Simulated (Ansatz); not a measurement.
Working through a relaxation followed by a look at the electronic structure of RbBH4, space group F-43m

With Ansatz 0.2.0 through its Python package.

Contents of `rbbh4.extxyz`:
```text
6
Lattice="0.0 3.45324022 3.45324022 3.45324022 0.0 3.45324022 3.45324022 3.45324022 0.0" Properties=species:S:1:pos:R:3 pbc="T T T"
Rb    0.00000000    0.00000000    0.00000000
B     3.45324022    3.45324022    3.45324022
H     4.16056880    4.16056880    4.16056880
H     4.16056880    2.74591164    2.74591164
H     2.74591164    2.74591164    4.16056880
H     2.74591164    4.16056880    2.74591164
```

Run as a notebook:

```python
import warnings

import ansatz
import numpy as np
```

```python
FUNCTIONAL = "r2scan"
DISPERSION = "D4"
OCCUPATIONS = "Fixed"
TOLERANCE = 1e-08
```

```python
def count_gap(report):
    # lowest empty less highest filled band, counting bands; zero where they overlap
    return max(report.get("gap_by_band_count_ev") or 0.0, 0.0)


def with_settings(crystal, spacing):
    return (
        crystal.calculation()
        .functional(FUNCTIONAL, dispersion=DISPERSION)
        .occupations(OCCUPATIONS)
        .scf(tolerance=TOLERANCE)
        .kpoints(spacing=spacing)
    )
```

```python
warnings.simplefilter("ignore", ansatz.DeckWarning)
```

```python
system = ansatz.Crystal.from_extxyz("rbbh4.extxyz")
```

```python
relaxed = with_settings(system, 0.45).relax(cell=True, force_tolerance=0.01, max_steps=40).checkpoint(write="relax.run").run()
cell = np.asarray(relaxed.lattice.cell_ang)
print("relaxed edges (A):", np.linalg.norm(cell, axis=1).round(4), " volume:", round(abs(np.linalg.det(cell)), 3), "A^3")
for site in relaxed.lattice.sites:
    print(" ", site.symbol, np.round(site.position_frac, 4) + 0.0)
```

    relaxed edges (A): [4.8759 4.8759 4.8759]  volume: 81.971 A^3
      Rb [0. 0. 0.]
      B [0.5 0.5 0.5]
      H [0.6025 0.6025 0.6025]
      H [0.1924 0.6025 0.6025]
      H [0.6025 0.6025 0.1924]
      H [0.6025 0.1924 0.6025]

```python
final = ansatz.Crystal.from_checkpoint("relax.run")
outcome = with_settings(final, 0.34).functional("r2scan").stress().band_table().density_of_states(energy_step=0.05).run()
data = outcome.report
```

```python
outcome.unlabelled_reasons
```

    ['no_forces']

```python
data["free_energy_ev"]
```

    -3501.170798076478

```python
dos = outcome.density_of_states()
print(f"pressure at the relaxed cell {np.trace(data['stress_gpa']) / 3:.3f} GPa, gap by band count {count_gap(data):.3f} eV")
if count_gap(data) == 0:
    print("states/eV at the Fermi level:", round(float(np.interp(dos.fermi_ev, dos.energies_ev, dos.spin_summed_g_bin_mean_per_ev)), 3))
```

    pressure at the relaxed cell -0.046 GPa, gap by band count 6.542 eV

Notes:
- Total energies depend on the potentials; only differences at equal settings carry meaning. A total without «per atom» is that of the cell as typed.
- Along an axis with an odd division the mesh misses the point at one half; a gap read on a finite mesh is an upper bound on this functional's gap.
- Semilocal gaps usually lie well under measured ones.
- The program warned that this SCF threshold is loose for forces or stresses.
- The crystal has a gap of about 6.47 eV on the mesh; bins of finite width blur the band edges.
- The structure comes from a database of computed cells and needn't be a stable or known phase.
- Levels are Kohn-Sham eigenvalues on this mesh, without spin-orbit coupling.
- Where the second run takes another functional or mesh than the relaxation, its pressure isn't zero; pressure is positive in compression.
- The density of states is complete only as far up as bands were computed.
- The script silences the warnings on its input, which a real study should read.
- Hardware and time: 16 s on 1 thread of Arm Neoverse V1, on a shared host, peak memory 0.59 GiB.

(Lines on the test bed's own set-up are left out of the output.)
